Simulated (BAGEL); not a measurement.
# BHSeCl2 (SMILES ClB(Cl)[SeH]): HF/3-21G (density fitting with qzvpp-jkfit)

What is the energy change on altering one bond length of BHSeCl2 at HF/3-21G (density fitting with qzvpp-jkfit)? 

The calculation is run with BAGEL 1.2.2.

3 further runs of the same task are left out: 1 that didn't finish, 2 set aside as unsound or not needed. Runs told in other sessions of the task aren't counted.

### Step 1. The system as given

The species is BHSeCl2 (5 atoms), meant as a singlet with charge 0. As SMILES, `ClB(Cl)[SeH]`. Geometry: relaxed at PBE0-D4/def2-TZVP.

Bond lengths: Cl1–B2 1.744 Å, B2–Cl3 1.746 Å, B2–Se4 1.927 Å, Se4–H5 1.468 Å. Angles: Cl1–B2–Cl3 119.8°, Cl1–B2–Se4 122.8°, Cl3–B2–Se4 117.4°, B2–Se4–H5 95.0°.

### Step 2. The energy at HF/3-21G (density fitting with qzvpp-jkfit)

job.json reads:

```json
{ "bagel": [

{
  "title": "molecule",
  "basis": "3-21g",
  "df_basis": "qzvpp-jkfit",
  "angstrom": "true",
  "geometry": [
    { "atom": "Cl", "xyz": [    0.365300,    0.131400,    1.782000 ] },
    { "atom": "B", "xyz": [    0.312300,   -0.421300,    0.129200 ] },
    { "atom": "Cl", "xyz": [    1.157600,   -1.879500,   -0.325000 ] },
    { "atom": "Se", "xyz": [   -0.651400,    0.512100,   -1.253700 ] },
    { "atom": "H", "xyz": [   -1.134100,    1.583700,   -0.373900 ] }
  ]
},
{
  "title": "hf"
},
{
  "title": "print",
  "file": "orbitals.molden",
  "orbitals": "true"
}

]}
```

On the command line:

```console
$ BAGEL_NUM_THREADS=1 BAGEL job.json > job.out
```

The program printed:

```text
* using 1 threads per process

  ===============================================================
  ===============================================================

  *** Geometry ***

  { "atom" : "Cl", "xyz" : [      0.690317,      0.248310,      3.367492 ] },
  { "atom" : "B", "xyz" : [      0.590161,     -0.796142,      0.244153 ] },
  { "atom" : "Cl", "xyz" : [      2.187547,     -3.551740,     -0.614161 ] },
  { "atom" : "Se", "xyz" : [     -1.230968,      0.967729,     -2.369150 ] },
  { "atom" : "H", "xyz" : [     -2.143138,      2.992759,     -0.706569 ] },

  Number of auxiliary basis functions:      615

  Since a DF basis is specified, we compute 2- and 3-index integrals:
    o Being stored without compression. Storage requirement is 0.017 GB

  Number of basis functions:       59
  Number of electrons      :       74

    * METHOD: MOLECULE                             0.32

  *** RHF ***

  === Nuclear Repulsion ===
   359.6938846929

      * DIIS with orbital gradients will be used.

  === RHF iteration (3-21g) ===
      0      -3328.19884655          0.01092954           0.10
      1      -3328.26061684          0.00528296           0.10
      2      -3328.27268147          0.00081260           0.09
      3      -3328.27327646          0.00012724           0.09
      4      -3328.27329381          0.00003683           0.09
      5      -3328.27329534          0.00001205           0.09
      6      -3328.27329551          0.00000232           0.09
      7      -3328.27329551          0.00000060           0.09
      8      -3328.27329552          0.00000022           0.09
      9      -3328.27329552          0.00000008           0.09
     10      -3328.27329552          0.00000002           0.09
     11      -3328.27329552          0.00000001           0.10
    * SCF iteration converged.

    * Permanent dipole moment:
           (    0.403782,    -0.545472,     0.178083) a.u.

    * METHOD: HF                                   1.34

    * METHOD: PRINT                                0.01

  ===============================================================
```

Wall time 1.8 s (1 thread of Arm Neoverse V1, shared host); peak memory 0.12 GiB.

### Step 3. The distorted shape

job.json reads:

```json
{ "bagel": [

{
  "title": "molecule",
  "basis": "3-21g",
  "df_basis": "qzvpp-jkfit",
  "angstrom": "true",
  "geometry": [
    { "atom": "Cl", "xyz": [       0.509874,      -0.008628,       1.989462 ] },
    { "atom": "B", "xyz": [       0.456874,      -0.561328,       0.336662 ] },
    { "atom": "Cl", "xyz": [       1.302174,      -2.019528,      -0.117538 ] },
    { "atom": "Se", "xyz": [      -0.651400,       0.512100,      -1.253700 ] },
    { "atom": "H", "xyz": [      -1.134100,       1.583700,      -0.373900 ] }
  ]
},

{
  "title": "hf"
},

{
  "title": "print",
  "file": "orbitals.molden",
  "orbitals": "true"
}

]}
```

On the command line:

```console
$ BAGEL_NUM_THREADS=1 BAGEL job.json > job.out
```

The program printed:

```text
* using 1 threads per process

  ===============================================================
  ===============================================================

  *** Geometry ***

  { "atom" : "Cl", "xyz" : [      0.963522,     -0.016305,      3.759538 ] },
  { "atom" : "B", "xyz" : [      0.863367,     -1.060756,      0.636199 ] },
  { "atom" : "Cl", "xyz" : [      2.460752,     -3.816355,     -0.222115 ] },
  { "atom" : "Se", "xyz" : [     -1.230968,      0.967729,     -2.369150 ] },
  { "atom" : "H", "xyz" : [     -2.143138,      2.992759,     -0.706569 ] },

  Number of auxiliary basis functions:      615

  Since a DF basis is specified, we compute 2- and 3-index integrals:
    o Being stored without compression. Storage requirement is 0.017 GB

  Number of basis functions:       59
  Number of electrons      :       74

    * METHOD: MOLECULE                             0.31

  *** RHF ***

  === Nuclear Repulsion ===
   338.7651515017

      * DIIS with orbital gradients will be used.

  === RHF iteration (3-21g) ===
      0      -3328.17823075          0.01158909           0.09
      1      -3328.24145302          0.00601737           0.09
      2      -3328.25667211          0.00084185           0.09
      3      -3328.25733096          0.00013358           0.09
      4      -3328.25735292          0.00004342           0.09
      5      -3328.25735516          0.00001598           0.09
      6      -3328.25735558          0.00000403           0.09
      7      -3328.25735561          0.00000119           0.09
      8      -3328.25735561          0.00000044           0.09
      9      -3328.25735561          0.00000016           0.09
     10      -3328.25735561          0.00000004           0.09
     11      -3328.25735561          0.00000001           0.09
     12      -3328.25735561          0.00000000           0.09
    * SCF iteration converged.

    * Permanent dipole moment:
           (    0.239888,    -0.377479,    -0.033013) a.u.

    * METHOD: HF                                   1.34

    * METHOD: PRINT                                0.01

  ===============================================================
```

It took 1.8 s on 1 thread of Arm Neoverse V1, shared host; peak memory 0.12 GiB.

### Step 4. Outcome

Level: HF/3-21G (density fitting with qzvpp-jkfit).

```
                                                          quantity           value
                                         first shape: total energy  -3328.27330 Eh
                                        first shape: dipole moment          1.78 D
                                          first shape: HOMO energy       -10.59 eV
                                          first shape: LUMO energy         1.89 eV
                                        first shape: HOMO–LUMO gap        12.48 eV
                                     distorted shape: total energy  -3328.25736 Eh
                                    distorted shape: dipole moment          1.14 D
                                      distorted shape: HOMO energy       -10.15 eV
                                      distorted shape: LUMO energy         1.55 eV
                                    distorted shape: HOMO–LUMO gap        11.70 eV
energy change with the B2–Se4 bond stretched from 1.927 to 2.216 Å        0.434 eV
```

**Reading.** With the B2–Se4 bond stretched from 1.927 to 2.216 Å the energy rises by 0.43 eV (41.9 kJ/mol). The first shape isn't relaxed at this level, so the change isn't measured from a minimum.
